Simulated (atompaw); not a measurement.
# A PAW (atompaw) potential for Ag, from input to tests

Task: generate the file, and judge it by its logarithmic derivatives, its ghosts and its cutoff.

Program: atompaw 4.2.0.5. Reference atom: PBE, scalar-relativistic, spherical and spin-unpolarised. All values are calculated.

## 1. Starting point

Typed settings, in words:

```json
{"element": "silver (Ag, Z = 47)", "type": "PAW", "frozen core": "[Kr]", "valence charge": "11", "reference configuration": "4d10 5s1 5p0", "partial waves": "5s (bound): rc 3.00 bohr; 5s channel at 0.05 Ry: rc 2.70 bohr; 5p (bound, empty): rc 3.00 bohr; 5p channel at 0.55 Ry: rc 3.00 bohr; 4d (bound): rc 3.00 bohr; 4d channel at 0.15 Ry: rc 3.00 bohr", "local potential": "troulliermartins scheme with l = 3 at 0 Ry, radius 2.90 bohr", "core correction": "smooth core density matched at 2.85 bohr", "augmentation charge": "sinc compensation charge, radius 2.30 bohr; PAW radius 3.00 bohr; waves and projectors: custom rrkj gramschmidtortho"}
```

The nodes and maxima of the atom's own shells, from an earlier all-electron run, set the scale for the radii.

All-electron outer shells of the reference configuration (PBE, scalar-relativistic, ld1.x):

```json
{"shell": "4s", "level (eV)": "-95.05", "outermost node (bohr)": "0.44", "outermost maximum (bohr)": "0.82"}
{"shell": "4p", "level (eV)": "-58.57", "outermost node (bohr)": "0.44", "outermost maximum (bohr)": "0.87"}
{"shell": "4d", "level (eV)": "-7.44", "outermost node (bohr)": "0.43", "outermost maximum (bohr)": "1.04"}
{"shell": "5s", "level (eV)": "-4.40", "outermost node (bohr)": "1.11", "outermost maximum (bohr)": "2.49"}
{"shell": "5p", "level (eV)": "-0.74", "outermost node (bohr)": "1.25", "outermost maximum (bohr)": "3.86"}
```

## 2. Generation

Contents of Ag.input:

```
Ag 47
GGA-PBE scalarrelativistic loggrid 1500 logderivrange -3 5 201
5 5 4 0 0 0
5 0 1
5 1 0
0 0 0
c
c
c
c
v
c
c
c
v
c
v
2
3.00 2.30 2.90 2.85
y
0.05
n
y
0.55
n
y
0.15
n
custom rrkj gramschmidtortho sinc
3 0 troulliermartins
3.00
2.70
3.00
3.00
3.00
3.00
PWSCFOUT
UPFDX 0.0125d0 UPFXMIN -7.d0 UPFZMESH 47.d0
END
```

Command:

```bash
atompaw < Ag.input > Ag.log
```

Before running it: what results should come out? Wanted: cutoffs for 10 and 1 mRy, occupied levels; bound ghosts; largest phase difference near zero energy, channels read; lowest eigenvalue of the overlap; share of valence orbitals outside the PAW sphere; UPF file.

The runs gave:

```
                                                quantity                     value
               cutoffs for 10 and 1 mRy, occupied levels           10 Ry and 18 Ry
                                            bound ghosts                none found
largest phase difference near zero energy, channels read                 0.063 rad
         lowest eigenvalue of the overlap (Bessel basis)                 0.063 (d)
        share of valence orbitals outside the PAW sphere  5s 48 %, 5p 85 %, 4d 3 %
                                                UPF file                   written
```

What this shows: The potential is soft on the atom at that tolerance: the looser tolerance needs 10 Ry. The slowest occupied level is 4d: taken alone it needs 10 Ry to come within 1 mRy, against 6 Ry or less for 5s. It is free of bound ghosts as far as tested. Of the channels read, d scatters worst near zero energy, by up to 0.06 rad. The pseudo curves have a pole with no partner nearby in the atom's: s at 1.33 Ry. At positive energy that is a spurious or a displaced resonance. These are tests on the free atom; a crystal test is still owed.
